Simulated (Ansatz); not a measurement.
# C: stress in a strained cell

Aim: deform C (equal xy, yz and zx engineering shear strains of +3 %) and compute stress, forces and field gradients with LAPW, PAW and all-electron datasets made for the crystal.

Program: Ansatz 0.2.0. Level of theory: DFT LDA, scalar-relativistic. These are calculated values, not measurements.

## (1) The structure to begin with

The structure is cubic, space group Fd-3m (No. 227). Conventional cell: a = 3.567 Å, b = 3.567 Å, c = 3.567 Å, α = 90.00°, β = 90.00°, γ = 90.00°. Around C (site symmetry -43m) lie 4 C at 1.54 Å.

Coordinates:

```xyz
2
Lattice="0.0000 1.7834 1.7834 1.7834 0.0000 1.7834 1.7834 1.7834 0.0000" Properties=species:S:1:pos:R:3 pbc="T T T"
C     1.7834    1.7834    1.7834
C     2.6751    2.6751    2.6751
```

Atoms are numbered in the order of the input: C1, C2.

## (2) After the deformation

Space group Fd-3m before, R-3m after.

## (3) Full-potential LAPW

The input, input.yaml:

```yaml
crystal:
  lattice:
    - [0.053502, 1.810151, 1.810151]
    - [1.810151, 0.053502, 1.810151]
    - [1.810151, 1.810151, 0.053502]
  atoms:
    - { symbol: C, position: [0.5, 0.5, 0.5] }
    - { symbol: C, position: [0.75, 0.75, 0.75] }
kpoints:
  mp_grid: { grid: [20, 20, 20] }
  band_path:
    path:
      - [0.0, 0.0, 0.0]
      - [0.5, 0.5, 0.5]
      - [0.2428775097, 0.5, 0.7571224903]
      - [-0.2428775097, 0.2428775097, 0.5]
      - [0.0, 0.0, 0.5]
      - [0.0, 0.0, 0.0]
      - [-0.3714387548, 0.0, 0.3714387548]
      - [0.0, 0.3714387548, 0.6285612452]
      - [0.0, 0.5, 0.5]
    npoints: 5
scf:
  occupations: { method: fermi_dirac, width: 0.08 }
hamiltonian:
  xc: lda
  pseudopotentials: { kind: all_electron, lapw: { basis_error: 0.0005 } }
output:
  forces: true
  stress: true
  eigenvalues: true
```

Started as:

```bash
ansatz run input.yaml --threads 1 --pin off --max-ram 3072MiB --backend cpu --events-out ev --progress --plain --runs-dir out
```

## (4) PAW on the default files

The input, input.yaml:

```yaml
crystal:
  lattice:
    - [0.053502, 1.810151, 1.810151]
    - [1.810151, 0.053502, 1.810151]
    - [1.810151, 1.810151, 0.053502]
  atoms:
    - { symbol: C, position: [0.5, 0.5, 0.5] }
    - { symbol: C, position: [0.75, 0.75, 0.75] }
kpoints:
  mp_grid: { grid: [20, 20, 20] }
scf:
  occupations: { method: fermi_dirac, width: 0.08 }
hamiltonian:
  xc: lda
  pseudopotentials: { kind: paw }
output:
  forces: true
  stress: true
  eigenvalues: true
  efg: { contact_densities: true }
  write_density: true
  write_potential: true
  elf: true
  volumetric_format: npy
```

## (5) All-electron PAW on datasets made for the crystal

input.yaml, as its differences from that of step 4:

```diff
@@ -14,3 +14,3 @@
   xc: lda
-  pseudopotentials: { kind: paw }
+  pseudopotentials: { kind: all_electron, datasets: crystal }
 output:
@@ -20,5 +20 @@
   efg: { contact_densities: true }
-  write_density: true
-  write_potential: true
-  elf: true
-  volumetric_format: npy
```

(Steps that only read results are left out.)

What does the calculation give? Wanted: pressure; largest shear or deviatoric stress.

The runs gave:

| quantity | value |
| --- | --- |
| pressure | LAPW -11.63, PAW -11.76, crystal datasets -11.64 GPa |
| largest shear or deviatoric stress (LAPW) | 16.17 GPa |

What this shows: The largest part of the stress beyond the pressure is 16.17 GPa in size; the atoms are carried along and not relaxed. No run of the undeformed cell stands beside it, so the pressure holds what the given cell had before the change. PAW: stress within 0.12 GPa of LAPW. Crystal datasets: stress within 0.01 GPa of LAPW.
